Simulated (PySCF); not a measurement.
# GeH3I: NMR shieldings

What do calculations give for the NMR shieldings of GeH3I (`[GeH3][I]`)?

Computed with PySCF 2.14.0 and routines of our own; the level stands in each step. Atoms count from 0.

## 1. The starting structure

5 atoms, charge 0, multiplicity 1; geometry from: GFN2-xTB.

## 2. NMR shieldings: PBE/pcSseg-1 Ge:us-x2c-TZVPall-2c I:us-x2c-TZVPall-2c, spin–orbit

The job: settings as JSON, then the geometry in Å.

```
{"job": {"kind": "hnmr", "xc": "PBE", "basis": {"default": "pcSseg-1", "Ge": "us-x2c-TZVPall-2c", "I": "us-x2c-TZVPall-2c"}, "rel": "so"}, "charge": 0, "multiplicity": 1}
Ge    -0.220028    -0.004909    -0.010161
I      2.253888     0.051814     0.068038
H     -0.717283    -0.169080     1.391319
H     -0.686094     1.288515    -0.599483
H     -0.621861    -1.163487    -0.866898
```

Level: PBE/pcSseg-1 Ge:us-x2c-TZVPall-2c I:us-x2c-TZVPall-2c GIAO NMR shielding, X2C with spin-orbit coupling, screened-nuclear two-electron part, Gaussian nuclei, gas phase.

On the command line:

```bash
> OMP_NUM_THREADS=1 python heavy_run.py task.json out
```

The driver reads the jobs from task.json and runs them one after another.

Standard output:

```text
spin-free SCF
coarse grid: 22864 points
cycle   1  E = -9215.4923305249  dE = -2.786e-01  |g| = 6.748e-01  |ddm| = 9.245e+00
cycle   2  E = -9215.4398106017  dE =  5.252e-02  |g| = 9.851e-01  |ddm| = 9.377e-01
cycle   3  E = -9215.5239513289  dE = -8.414e-02  |g| = 1.046e-01  |ddm| = 6.552e-01
cycle   4  E = -9215.5252513435  dE = -1.300e-03  |g| = 7.634e-02  |ddm| = 1.746e-01
cycle   5  E = -9215.5264259134  dE = -1.175e-03  |g| = 4.530e-03  |ddm| = 7.192e-02
cycle   6  E = -9215.5264299178  dE = -4.004e-06  |g| = 1.502e-03  |ddm| = 7.918e-03
final grid: 43200 points
cycle   7  E = -9215.5238161044  dE = -1.389e-07  |g| = 3.627e-03  |ddm| = 5.047e-03
cycle   8  E = -9215.5238114102  dE =  4.694e-06  |g| = 6.068e-03  |ddm| = 8.391e-03
cycle   9  E = -9215.5238178942  dE = -6.484e-06  |g| = 5.639e-04  |ddm| = 5.709e-03
cycle  10  E = -9215.5238179167  dE = -2.252e-08  |g| = 2.740e-04  |ddm| = 4.098e-04
cycle  11  E = -9215.5238179258  dE = -9.088e-09  |g| = 5.959e-05  |ddm| = 1.984e-04
converged SCF energy = -9215.5238179258
two-component SCF
cycle   1  E = -9214.5531486671  dE = -9.215e+03  |FDS-SDF| = 5.790e+01
cycle   2  E = -9216.7897555671  dE = -2.237e+00  |FDS-SDF| = 9.251e-02
cycle   3  E = -9216.7897623626  dE = -6.796e-06  |FDS-SDF| = 1.454e-02
cycle   4  E = -9216.7897598359  dE =  2.527e-06  |FDS-SDF| = 8.936e-03
cycle   5  E = -9216.7897666482  dE = -6.812e-06  |FDS-SDF| = 3.816e-03
cycle   6  E = -9216.7897687023  dE = -2.054e-06  |FDS-SDF| = 4.890e-04
cycle   7  E = -9216.7897687258  dE = -2.350e-08  |FDS-SDF| = 9.719e-05
cycle   8  E = -9216.7897687294  dE = -3.569e-09  |FDS-SDF| = 9.511e-06
converged, E = -9216.7897687294

Field gradients (au) and densities at the nuclei (bohr^-3)
atom        Vxx        Vyy        Vzz        centre      nuclear mean
  0 Ge    -0.8947    -0.8961     1.7907      28316.521      28301.728
  1 I     -4.3577    -4.3591     8.7168     227885.715     225826.719
  2 H     -0.0802    -0.0823     0.1625          0.349          0.349
  3 H     -0.0803    -0.0824     0.1628          0.349          0.349
  4 H     -0.0803    -0.0824     0.1627          0.349          0.349
without picture change
  0 Ge                           1.8476                     41249.601
  1 I                            9.4675                    484266.579

Core orbital energies (eV)
atom   shell        mean    spread
  0 Ge 1s       -10950.798   0.000
  0 Ge 2s        -1371.912   0.000
  0 Ge 3s         -168.562   0.000
  0 Ge 4s          -15.487   0.000
  0 Ge 2p1/2     -1220.217   0.000
  0 Ge 2p3/2     -1188.751   0.030
  0 Ge 3p1/2      -118.574   0.000
  0 Ge 3p3/2      -114.345   0.086
  0 Ge 3d3/2       -29.878   0.073
  0 Ge 3d5/2       -29.326   0.117
  1 I  1s       -32914.427   0.000
  1 I  2s        -5084.807   0.000
  1 I  3s        -1025.761   0.000
  1 I  4s         -179.403   0.000
  1 I  5s          -17.175   0.000
  1 I  2p1/2     -4769.871   0.000
  1 I  2p3/2     -4472.948   0.030
  1 I  3p1/2      -895.846   0.000
  1 I  3p3/2      -839.820   0.073
  1 I  4p1/2      -134.123   0.000
  1 I  4p3/2      -123.190   0.169
  1 I  3d3/2      -611.064   0.068
  1 I  3d5/2      -599.458   0.089
  1 I  4d3/2       -50.398   0.198
  1 I  4d5/2       -48.696   0.264

Shielding tensors (ppm)
atom      isotropic    diamagn.    paramagn.     s11        s22        s33       span
  0 Ge     1795.26     2648.91     -853.65    1788.26    1798.55    1798.98      10.72
  1 I      6118.92     5095.60     1023.32    6056.01    6057.01    6243.74     187.73
  2 H        27.79       27.50        0.29      21.55      22.95      38.87      17.32
  3 H        27.79       27.51        0.28      21.54      22.95      38.88      17.34
  4 H        27.79       27.51        0.28      21.54      22.95      38.87      17.33
```

It took 39 s on 1 thread of Intel Xeon Platinum 8259CL at 2.50GHz, shared host; peak memory 0.81 GiB.

Key values:

| quantity | value |
| --- | --- |
| energy from spin-orbit coupling | -1.2660 Eh |

## 3. NMR shieldings: PBE/pcSseg-1 Ge:us-x2c-TZVPall-2c I:us-x2c-TZVPall-2c, spin-free

The job: settings as JSON, then the geometry in Å.

```
{"job": {"kind": "hnmr", "xc": "PBE", "basis": {"default": "pcSseg-1", "Ge": "us-x2c-TZVPall-2c", "I": "us-x2c-TZVPall-2c"}, "rel": "sf"}, "charge": 0, "multiplicity": 1}
Ge    -0.220028    -0.004909    -0.010161
I      2.253888     0.051814     0.068038
H     -0.717283    -0.169080     1.391319
H     -0.686094     1.288515    -0.599483
H     -0.621861    -1.163487    -0.866898
```

Level: PBE/pcSseg-1 Ge:us-x2c-TZVPall-2c I:us-x2c-TZVPall-2c GIAO NMR shielding, spin-free X2C, Gaussian nuclei, gas phase.

Standard output:

```text
spin-free SCF
coarse grid: 22864 points
cycle   1  E = -9215.4923305249  dE = -2.786e-01  |g| = 6.748e-01  |ddm| = 9.245e+00
cycle   2  E = -9215.4398106017  dE =  5.252e-02  |g| = 9.851e-01  |ddm| = 9.377e-01
cycle   3  E = -9215.5239513289  dE = -8.414e-02  |g| = 1.046e-01  |ddm| = 6.552e-01
cycle   4  E = -9215.5252513435  dE = -1.300e-03  |g| = 7.634e-02  |ddm| = 1.746e-01
cycle   5  E = -9215.5264259134  dE = -1.175e-03  |g| = 4.530e-03  |ddm| = 7.192e-02
cycle   6  E = -9215.5264299178  dE = -4.004e-06  |g| = 1.502e-03  |ddm| = 7.918e-03
final grid: 43200 points
cycle   7  E = -9215.5238161044  dE = -1.389e-07  |g| = 3.627e-03  |ddm| = 5.047e-03
cycle   8  E = -9215.5238114102  dE =  4.694e-06  |g| = 6.068e-03  |ddm| = 8.391e-03
cycle   9  E = -9215.5238178942  dE = -6.484e-06  |g| = 5.639e-04  |ddm| = 5.709e-03
cycle  10  E = -9215.5238179167  dE = -2.252e-08  |g| = 2.740e-04  |ddm| = 4.098e-04
cycle  11  E = -9215.5238179258  dE = -9.088e-09  |g| = 5.959e-05  |ddm| = 1.984e-04
converged SCF energy = -9215.5238179258
check of the scalar solution
cycle   1  E = -9215.5238179258  dE = -9.216e+03  |FDS-SDF| = 6.475e+00
cycle   2  E = -9215.5256932058  dE = -1.875e-03  |FDS-SDF| = 4.093e-03
cycle   3  E = -9215.5256931995  dE =  6.337e-09  |FDS-SDF| = 2.766e-04
cycle   4  E = -9215.5256931753  dE =  2.418e-08  |FDS-SDF| = 4.369e-04
cycle   5  E = -9215.5256932095  dE = -3.420e-08  |FDS-SDF| = 5.559e-05
cycle   6  E = -9215.5256932099  dE = -3.929e-10  |FDS-SDF| = 1.056e-05
converged, E = -9215.5256932099

Field gradients (au) and densities at the nuclei (bohr^-3)
atom        Vxx        Vyy        Vzz        centre      nuclear mean
  0 Ge    -0.9056    -0.9070     1.8126      28315.158      28300.365
  1 I     -4.3814    -4.3828     8.7642     227718.480     225659.484
  2 H     -0.0801    -0.0823     0.1625          0.349          0.349
  3 H     -0.0803    -0.0825     0.1627          0.349          0.349
  4 H     -0.0802    -0.0824     0.1626          0.349          0.349
without picture change
  0 Ge                           1.8712                     41249.866
  1 I                            9.5669                    484287.254

Core orbital energies (eV)
atom   shell        mean    spread
  0 Ge 1s       -10950.952   0.000
  0 Ge 2s        -1371.953   0.000
  0 Ge 3s         -168.582   0.000
  0 Ge 4s          -15.498   0.000
  0 Ge 2p        -1199.123   0.045
  0 Ge 3p         -115.753   0.130
  0 Ge 3d          -29.565   0.151
  1 I  1s       -32916.571   0.000
  1 I  2s        -5085.217   0.000
  1 I  3s        -1025.860   0.000
  1 I  4s         -179.428   0.000
  1 I  5s          -17.178   0.000
  1 I  2p        -4567.908   0.045
  1 I  3p         -857.789   0.110
  1 I  4p         -126.696   0.253
  1 I  3d         -604.145   0.099
  1 I  4d          -49.388   0.302

Shielding tensors (ppm)
atom      isotropic    diamagn.    paramagn.     s11        s22        s33       span
  0 Ge     1468.46     2765.22    -1296.76    1392.37    1392.78    1620.22     227.85
  1 I      4944.32     5560.20     -615.88    4732.13    4733.23    5367.61     635.48
  2 H        26.36       27.56       -1.20      18.08      21.74      39.27      21.19
  3 H        26.37       27.57       -1.20      18.08      21.75      39.28      21.20
  4 H        26.36       27.56       -1.20      18.07      21.74      39.27      21.20
```

Wall time 14 s (1 thread of Intel Xeon Platinum 8259CL at 2.50GHz, shared host); peak memory 0.79 GiB.

## 4. Shieldings side by side

| run | I1 | Ge0 | H2 | H4 | H3 | time |
| --- | --- | --- | --- | --- | --- | --- |
| step 2, PBE/pcSseg-1 Ge:us-x2c-TZVPall-2c I:us-x2c-TZVPall-2c, spin–orbit | 6118.9 | 1795.3 | 27.8 | 27.8 | 27.8 | 39 s |
| step 3, PBE/pcSseg-1 Ge:us-x2c-TZVPall-2c I:us-x2c-TZVPall-2c, spin-free | 4944.3 | 1468.5 | 26.4 | 26.4 | 26.4 | 14 s |

## 5. Results

```
                                                                                                   quantity                                                 value
energy from spin-orbit coupling (step 2, PBE/pcSseg-1 Ge:us-x2c-TZVPall-2c I:us-x2c-TZVPall-2c, spin–orbit)                                            -1.2660 Eh
                     shieldings (step 2, PBE/pcSseg-1 Ge:us-x2c-TZVPall-2c I:us-x2c-TZVPall-2c, spin–orbit)  Ge0 1795.3, I1 6118.9, H2 27.8, H3 27.8, H4 27.8 ppm
                      shieldings (step 3, PBE/pcSseg-1 Ge:us-x2c-TZVPall-2c I:us-x2c-TZVPall-2c, spin-free)  Ge0 1468.5, I1 4944.3, H2 26.4, H3 26.4, H4 26.4 ppm
```

What this shows: A contracted two-component basis is stiff near heavy nuclei, so the absolute shieldings of the heavy atoms from it are rough. In step 2, I1 has the widest tensor, 188 ppm. I1 moves most between the runs, by 1175 ppm; the labels say what changes from run to run.
